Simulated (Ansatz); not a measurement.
# C₂H₃Cl₃Si: a ladder of functionals and wavefunction methods

How much do the methods differ for C₂H₃Cl₃Si? The plan is to run it at one geometry with functionals of several rungs and with coupled cluster. The yardstick is the atomisation energy at the CCSD(T) limit.

The runs use Ansatz 0.2.0, Gaussian basis; functionals in def2-TZVPP, the program's frozen cores in correlated methods.

The runs, in order: LDA (SPW92), PBE-D4, revPBE-D4, BLYP-D4, r2SCAN-D4, B97M-V, PBE0-D4, B3LYP-D4, r2SCANh-D4, r2SCAN0-D4, HSE06-D4, BHLYP-D4, CAM-B3LYP-D4, LC-ωPBE, ωB97X-V, ωB97M-V, B2PLYP, PBE-QIDH; CCSD(T)/def2-SVP; CCSD(T)/def2-TZVPP; MP2/def2-QZVPP; extrapolation to the limit; RPA on PBE.

## Step 1: Structure used throughout

An earlier PBE0-D4 in a triple-zeta def2 set relaxation fixed the geometry.

9 atoms, charge 0, spin multiplicity 1.

Atoms are counted from 1 here; the program's logs count them from 0.

Bond lengths: C1–C2 1.329 Å, C1–H7 1.086 Å, C1–H8 1.085 Å, C2–Si3 1.836 Å, C2–H9 1.088 Å, Si3–Cl4 2.036 Å, Si3–Cl5 2.037 Å, Si3–Cl6 2.037 Å. Angles: C2–C1–H7 121.6°, C2–C1–H8 121.8°, H7–C1–H8 116.5°, C1–C2–Si3 123.8°, C1–C2–H9 119.4°, Si3–C2–H9 116.7°, C2–Si3–Cl4 110.9°, C2–Si3–Cl5 110.3°, C2–Si3–Cl6 110.3°, Cl4–Si3–Cl5 108.8°, Cl4–Si3–Cl6 108.8°, Cl5–Si3–Cl6 107.7°.

## Step 2: LDA

This LDA is Slater exchange with PW92 correlation.

The input, in.yaml:

```yaml
crystal:
  periodic: [false, false, false]
  atoms:
    - {symbol: C, position_ang: [-0.472610, -0.383942, 1.480974]}
    - {symbol: C, position_ang: [0.370425, 0.212241, 0.644617]}
    - {symbol: Si, position_ang: [0.200871, 0.167144, -1.183365]}
    - {symbol: Cl, position_ang: [-1.437071, -0.908973, -1.735762]}
    - {symbol: Cl, position_ang: [1.853143, -0.675510, -2.026103]}
    - {symbol: Cl, position_ang: [0.023644, 2.056734, -1.923844]}
    - {symbol: H, position_ang: [-0.337853, -0.334022, 2.557140]}
    - {symbol: H, position_ang: [-1.330523, -0.945376, 1.125182]}
    - {symbol: H, position_ang: [1.218474, 0.765406, 1.043964]}
basis:
  gaussian: {orbitals: def2-TZVPP}
hamiltonian: {xc: lda}
output: {orbitals: {seedname: orbitals}}
```

Command:

```sh
> ansatz run in.yaml --threads 4 --pin off --events-out ev --progress --plain --max-ram 10444MiB
```

The runs that follow: PBE-D4 (GGA); revPBE-D4 (GGA); BLYP-D4 (GGA); r2SCAN-D4 (meta-GGA); B97M-V (meta-GGA); B3LYP-D4 (hybrid); r2SCANh-D4 (hybrid); r2SCAN0-D4 (hybrid); HSE06-D4 (hybrid); BHLYP-D4 (hybrid); CAM-B3LYP-D4 (range-separated); LC-ωPBE (range-separated); ωB97X-V (range-separated); ωB97M-V (range-separated); B2PLYP (double hybrid); PBE-QIDH (double hybrid); CCSD(T) in def2-SVP; CCSD(T) in def2-TZVPP; MP2 in def2-QZVPP; RPA on PBE orbitals.

Q: Predict the results of all the runs planned. Wanted: atomisation energy, CCSD(T)/CBS; farthest beyond LDA; mean size of error, GGA; mean size of error, meta-GGA; mean size of error, hybrid; mean size of error, range-separated; mean size of error, double hybrid; gap, smallest and largest; T1 diagnostic.

The runs gave:

| quantity | value |
| --- | --- |
| atomisation energy, CCSD(T)/CBS | 3450.8 kJ/mol |
| functionals within 17.3 kJ/mol (0.5 %) | revPBE-D4, r2SCANh-D4, ωB97X-V, PBE-QIDH |
| farthest beyond LDA | BHLYP-D4 (-110.6 kJ/mol) |
| mean size of error, GGA | 41.8 kJ/mol |
| mean size of error, meta-GGA | 31.0 kJ/mol |
| mean size of error, hybrid | 37.4 kJ/mol |
| mean size of error, range-separated | 21.4 kJ/mol |
| mean size of error, double hybrid | 32.5 kJ/mol |
| gap, smallest and largest | 5.20 eV (LDA (SPW92)), 12.52 eV (LC-ωPBE) |
| T1 diagnostic | 0.0099 |
| triples share of the correlation energy | 4.4 % |

What this shows: The LDA atomisation energy is off by 483.2 kJ/mol (14 %): it overbinds. PBE-D4 misses by +74.9 kJ/mol. Double hybrids carry the basis error of their MP2 part in triple zeta, and no dispersion term here, so their miss is partly the set-up's. Taken by rung, range-separated functionals do best (21.4 kJ/mol on average) and GGA ones worst beyond LDA (41.8 kJ/mol). The reference freezes the cores and leaves out relativity and excitations past (T), so misses under about 17.3 kJ/mol can't be ranked. Hartree-Fock recovers 75 % of the binding; the rest is correlation. CCSD(T) in def2-SVP is off by -232.8 kJ/mol, more than most functionals: a good method in a small basis is no reference. Orbital gaps span 5.2 to 12.5 eV; exact exchange widens them.
